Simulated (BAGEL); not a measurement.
# singlet SiNH3ClO+: a chain of runs

We compute a single-point energy (singlet SiNH3ClO+, HF/6-31G*), then a single-point energy (doublet SiNH3ClO, NEVPT2(3,2)/6-31G*), then a single-point energy (doublet SiNH3ClO, CASPT2(3,2)/6-31G*) of ClH3NOSi. 

The results are computed with BAGEL 1.2.2.

### 1 The structure to begin with

The species is SiNH3ClO+ (7 atoms), meant as a singlet with charge +1. As SMILES of the parent species, `[NH][SiH](O)Cl`. The N1–H5 distance was set to 2.349 Å, away from the relaxed value. That shape belongs to the parent species and isn't relaxed for this state. At this shape a bond of the SMILES string is far longer than usual.

Bond lengths: N1–Si2 1.738 Å, Si2–O3 1.624 Å, Si2–Cl4 2.056 Å, Si2–H6 1.475 Å, O3–H7 0.960 Å. Angles: N1–Si2–O3 110.0°, N1–Si2–Cl4 103.5°, O3–Si2–Cl4 112.0°, N1–Si2–H6 116.4°, O3–Si2–H6 106.1°, Cl4–Si2–H6 109.1°, Si2–O3–H7 118.0°.

### 2 The energy at HF/6-31G(d) (density fitting with svp-jkfit, spherical functions) (run 1)

input.json

```json
{ "bagel" : [

{
  "title" : "molecule",
  "basis" : "6-31gs.json",
  "df_basis" : "svp-jkfit",
  "angstrom" : true,
  "geometry" : [
    { "atom" : "N", "xyz" : [       0.784186,       0.375956,      -1.038741 ] },
    { "atom" : "Si", "xyz" : [       1.020186,      -0.849844,       0.170759 ] },
    { "atom" : "O", "xyz" : [       2.559686,      -1.365844,       0.145159 ] },
    { "atom" : "Cl", "xyz" : [      -0.295914,      -2.329444,      -0.380641 ] },
    { "atom" : "H", "xyz" : [      -1.151500,       1.677300,      -0.756300 ] },
    { "atom" : "H", "xyz" : [       0.745486,      -0.455344,       1.565059 ] },
    { "atom" : "H", "xyz" : [       2.963686,      -1.533944,      -0.708841 ] }
  ]
},

{
  "title" : "hf",
  "charge" : 1
},

{
  "title" : "print",
  "file" : "orbitals.molden",
  "orbitals" : true
}

]}
```

The basis set 6-31G* is read from a file made from the Basis Set Exchange's data (not shown).

Launch:

```sh
BAGEL_NUM_THREADS=1 BAGEL input.json > input.out
```

The log of the run:

```text
* using 1 threads per process

  ===============================================================
  ===============================================================

  *** Geometry ***

  { "atom" : "N", "xyz" : [      1.481897,      0.710454,     -1.962936 ] },
  { "atom" : "Si", "xyz" : [      1.927872,     -1.605972,      0.322688 ] },
  { "atom" : "O", "xyz" : [      4.837106,     -2.581071,      0.274311 ] },
  { "atom" : "Cl", "xyz" : [     -0.559196,     -4.402011,     -0.719307 ] },
  { "atom" : "H", "xyz" : [     -2.176020,      3.169638,     -1.429200 ] },
  { "atom" : "H", "xyz" : [      1.408764,     -0.860475,      2.957533 ] },
  { "atom" : "H", "xyz" : [      5.600555,     -2.898734,     -1.339515 ] },

  Number of auxiliary basis functions:      464

  Since a DF basis is specified, we compute 2- and 3-index integrals:
    o Being stored without compression. Storage requirement is 0.018 GB

  Number of basis functions:       70
  Number of electrons      :       49

    * METHOD: MOLECULE                             0.31

  *** RHF ***

  === Nuclear Repulsion ===
   212.9980513773

      * DIIS with orbital gradients will be used.

  === RHF iteration (6-31gs.json) ===
      0       -878.67318738          0.02204025           0.09
      1       -878.80710519          0.01504413           0.09
      2       -878.89080087          0.00225595           0.09
      3       -878.89526698          0.00083302           0.09
      4       -878.89604650          0.00041247           0.07
      5       -878.89641487          0.00032186           0.06
      6       -878.89675855          0.00028367           0.06
      7       -878.89740919          0.00020682           0.06
      8       -878.89785726          0.00015454           0.08
      9       -878.89800235          0.00010305           0.09
[... 18 lines of this table left out ...]
     28       -878.89812087          0.00000003           0.09
     29       -878.89812087          0.00000002           0.09
     30       -878.89812087          0.00000001           0.09
     31       -878.89812087          0.00000001           0.09
    * SCF iteration converged.

    * Permanent dipole moment:
           (    1.713658,    -3.816678,     0.827952) a.u.

    * METHOD: HF                                   3.02

    * METHOD: PRINT                                0.02

  ===============================================================
```

Run time: 3.6 s. Hardware: 1 thread of Intel Xeon Platinum 8259CL at 2.50GHz (Skylake/Cascade Lake), shared host; peak memory 0.15 GiB.

### 3 Doublet neutral SiNH3ClO: a single-point energy at NEVPT2(3,2)/6-31G(d) (density fitting with svp-jkfit, spherical functions) (run 2)

input.json

```json
{ "bagel": [

{
  "title": "molecule",
  "basis": "6-31gs.json",
  "df_basis": "svp-jkfit",
  "angstrom": true,
  "geometry": [
    { "atom": "N", "xyz": [    0.784186,    0.375956,   -1.038741 ] },
    { "atom": "Si", "xyz": [    1.020186,   -0.849844,    0.170759 ] },
    { "atom": "O", "xyz": [    2.559686,   -1.365844,    0.145159 ] },
    { "atom": "Cl", "xyz": [   -0.295914,   -2.329444,   -0.380641 ] },
    { "atom": "H", "xyz": [   -1.151500,    1.677300,   -0.756300 ] },
    { "atom": "H", "xyz": [    0.745486,   -0.455344,    1.565059 ] },
    { "atom": "H", "xyz": [    2.963686,   -1.533944,   -0.708841 ] }
  ]
},
{ "title": "hf", "charge": 1 },
{ "title": "casscf", "nstate": 1, "nact": 2, "nclosed": 23, "nspin": 1, "active": [21, 25], "maxiter": 200, "natocc": true },
{
  "title": "nevpt2",
  "nstate": 1,
  "nact": 2,
  "nclosed": 23,
  "nspin": 1,
  "active": [21, 25],
  "maxiter": 200,
  "natocc": true,
  "ncore": 12
},
{ "title": "print", "file": "orbitals.molden", "orbitals": true }

]}
```

The basis set 6-31G* is read from a file made from the Basis Set Exchange's data (not shown).

Launch:

```sh
BAGEL_NUM_THREADS=1 BAGEL input.json > input.out
```

The log of the run:

```text
* using 1 threads per process

  ===============================================================
  ===============================================================

  *** Geometry ***

  { "atom" : "N", "xyz" : [      1.481897,      0.710454,     -1.962936 ] },
  { "atom" : "Si", "xyz" : [      1.927872,     -1.605972,      0.322688 ] },
  { "atom" : "O", "xyz" : [      4.837106,     -2.581071,      0.274311 ] },
  { "atom" : "Cl", "xyz" : [     -0.559196,     -4.402011,     -0.719307 ] },
  { "atom" : "H", "xyz" : [     -2.176020,      3.169638,     -1.429200 ] },
  { "atom" : "H", "xyz" : [      1.408764,     -0.860475,      2.957533 ] },
  { "atom" : "H", "xyz" : [      5.600555,     -2.898734,     -1.339515 ] },

  Number of auxiliary basis functions:      464

  Since a DF basis is specified, we compute 2- and 3-index integrals:
    o Being stored without compression. Storage requirement is 0.018 GB

  Number of basis functions:       70
  Number of electrons      :       49

    * METHOD: MOLECULE                             0.42

  *** RHF ***

  === Nuclear Repulsion ===
   212.9980513773

      * DIIS with orbital gradients will be used.

  === RHF iteration (6-31gs.json) ===
      0       -878.67318738          0.02204025           0.10
      1       -878.80710519          0.01504413           0.09
      2       -878.89080087          0.00225595           0.09
[... 28 lines of this table left out ...]
     31       -878.89812087          0.00000001           0.09
    * SCF iteration converged.

    * Permanent dipole moment:
           (    1.713658,    -3.816678,     0.827952) a.u.

    * METHOD: HF                                   3.12

  ---------------------------
      CASSCF calculation
  ---------------------------

    ==== Active orbitals : =====
         Orbital 21
         Orbital 25
    ============================

    * nstate   :      1
    * nclosed  :     23
    * nact     :      2
    * nvirt    :     45
  === CASSCF iteration (6-31gs.json) ===

    * Using the second-order algorithm

      0  0      -879.27107717     1.27e-02      0.03

      1  0      -879.31323440     1.45e-03      0.65
[... 57 lines of this table left out ...]
     30  0      -879.31514053     6.46e-03      0.87

  ERROR: EXCEPTION RAISED:  max size reached in AugHess
```

Wall time 44 s (1 thread of Intel Xeon Platinum 8259CL at 2.50GHz (Skylake/Cascade Lake), shared host); peak memory 0.15 GiB.

The iterations ended before the threshold was met.

### 4 Doublet neutral SiNH3ClO: a single-point energy at CASPT2(3,2)/6-31G(d) (density fitting with svp-jkfit, spherical functions) (run 3)

job.json

```json
{ "bagel" : [

{
  "title" : "molecule",
  "basis" : "6-31gs.json",
  "df_basis" : "svp-jkfit",
  "angstrom" : true,
  "geometry" : [
    { "atom" : "N", "xyz" : [    0.784186,    0.375956,   -1.038741 ] },
    { "atom" : "Si", "xyz" : [    1.020186,   -0.849844,    0.170759 ] },
    { "atom" : "O", "xyz" : [    2.559686,   -1.365844,    0.145159 ] },
    { "atom" : "Cl", "xyz" : [   -0.295914,   -2.329444,   -0.380641 ] },
    { "atom" : "H", "xyz" : [   -1.151500,    1.677300,   -0.756300 ] },
    { "atom" : "H", "xyz" : [    0.745486,   -0.455344,    1.565059 ] },
    { "atom" : "H", "xyz" : [    2.963686,   -1.533944,   -0.708841 ] }
  ]
},
{
  "title" : "hf",
  "charge" : 1
},
{
  "title" : "casscf",
  "nstate" : 1,
  "nact" : 2,
  "nclosed" : 23,
  "nspin" : 1,
  "active" : [21, 25],
  "maxiter" : 200,
  "natocc" : true
},
{
  "title" : "print",
  "file" : "orbitals.molden",
  "orbitals" : true
},
{
  "title" : "smith",
  "method" : "caspt2",
  "ms" : true,
  "xms" : true,
  "sssr" : true,
  "shift" : 0.2,
  "shift_imag" : true,
  "ncore" : 12
}

]}
```

The basis set 6-31G* is read from a file made from the Basis Set Exchange's data (not shown).

Launch:

```sh
BAGEL_NUM_THREADS=1 BAGEL job.json > job.out
```

The log of the run:

```text
* using 1 threads per process

  ===============================================================
  ===============================================================

  *** Geometry ***

  { "atom" : "N", "xyz" : [      1.481897,      0.710454,     -1.962936 ] },
  { "atom" : "Si", "xyz" : [      1.927872,     -1.605972,      0.322688 ] },
  { "atom" : "O", "xyz" : [      4.837106,     -2.581071,      0.274311 ] },
  { "atom" : "Cl", "xyz" : [     -0.559196,     -4.402011,     -0.719307 ] },
  { "atom" : "H", "xyz" : [     -2.176020,      3.169638,     -1.429200 ] },
  { "atom" : "H", "xyz" : [      1.408764,     -0.860475,      2.957533 ] },
  { "atom" : "H", "xyz" : [      5.600555,     -2.898734,     -1.339515 ] },

  Number of auxiliary basis functions:      464

  Since a DF basis is specified, we compute 2- and 3-index integrals:
    o Being stored without compression. Storage requirement is 0.018 GB

  Number of basis functions:       70
  Number of electrons      :       49

    * METHOD: MOLECULE                             0.41

  *** RHF ***

  === Nuclear Repulsion ===
   212.9980513773

      * DIIS with orbital gradients will be used.

  === RHF iteration (6-31gs.json) ===
      0       -878.67318738          0.02204025           0.10
      1       -878.80710519          0.01504413           0.09
      2       -878.89080087          0.00225595           0.09
[... 28 lines of this table left out ...]
     31       -878.89812087          0.00000001           0.07
    * SCF iteration converged.

    * Permanent dipole moment:
           (    1.713658,    -3.816678,     0.827952) a.u.

    * METHOD: HF                                   2.80

  ---------------------------
      CASSCF calculation
  ---------------------------

    ==== Active orbitals : =====
         Orbital 21
         Orbital 25
    ============================

    * nstate   :      1
    * nclosed  :     23
    * nact     :      2
    * nvirt    :     45
  === CASSCF iteration (6-31gs.json) ===

    * Using the second-order algorithm

      0  0      -879.27107717     1.27e-02      0.02

      1  0      -879.31323440     1.45e-03      0.52
[... 57 lines of this table left out ...]
     30  0      -879.31514053     6.46e-03      0.84

  ERROR: EXCEPTION RAISED:  max size reached in AugHess
```

It took 42 s on 1 thread of Intel Xeon Platinum 8259CL at 2.50GHz (Skylake/Cascade Lake), shared host; peak memory 0.15 GiB.

The iterations ended before the threshold was met.

### 5 Outcome

| quantity | value |
| --- | --- |
| run 1, HF/6-31G*: total energy | -878.89812 Eh |
| run 1, HF/6-31G*: HOMO energy | -17.35 eV |
| run 1, HF/6-31G*: LUMO energy | -9.92 eV |
| run 1, HF/6-31G*: HOMO–LUMO gap | 7.43 eV |
| doublet neutral SiNH3ClO, run 2 | no result (not converged) |
| doublet neutral SiNH3ClO, run 3 | no result (not converged) |

What this shows: 2 of the 3 runs did not end normally.
